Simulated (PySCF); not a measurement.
# C3H7NSi: the cost of one run

Programs: PySCF 2.14.0, with density-fitted response routines of our own. Each step states its level of theory. These are calculated values for one molecule in the gas phase, unless marked as measured. Atoms count from 0, in the outputs and in this text.

**1. The starting structure**

12 atoms, charge 0, multiplicity 1; geometry from: GFN2-xTB. The atoms were then displaced at random by about 0.01 Å, so the start is not that level's minimum.

Bonds of the start (Å): C0–C1 1.30, C1–C2 1.44, C2–N3 1.29, N3–Si4 1.68, C0–H5 1.10, C0–H6 1.09, C1–H7 1.07, C2–H8 1.12, Si4–H9 1.47, Si4–H10 1.48, Si4–H11 1.45.

**2. Optimising the geometry at PBE0-D3(BJ)/def2-SVP**

Job settings and geometry (Å):

```
{"job": {"xc": "PBE0", "basis": "def2-SVP", "d3": "d3bj", "grid": 1, "shake": 0.01, "kind": "geom"}, "charge": 0, "multiplicity": 1}
C     -2.520670     0.646870     0.360270
C     -1.571110    -0.132250    -0.062970
C     -0.181110     0.173360     0.129260
N      0.774290    -0.570150    -0.322600
Si     2.452090    -0.539950    -0.322380
H     -3.583880     0.448040     0.189050
H     -2.319200     1.591940     0.875100
H     -1.758610    -1.043770    -0.590940
H      0.044290     1.102160     0.721290
H      2.815880    -1.787160     0.358260
H      3.084170     0.596730     0.382070
H      2.803560    -0.514090    -1.725440
```

Launch:

```bash
OMP_NUM_THREADS=1 python probes_run.py task.json out
```

The driver reads the jobs from task.json and runs them one after another.

**Question.** How long does this first job take on 1 thread of Arm Neoverse N1, shared host, and how much memory does it need?

About 59 s, with a peak of 0.44 GiB.
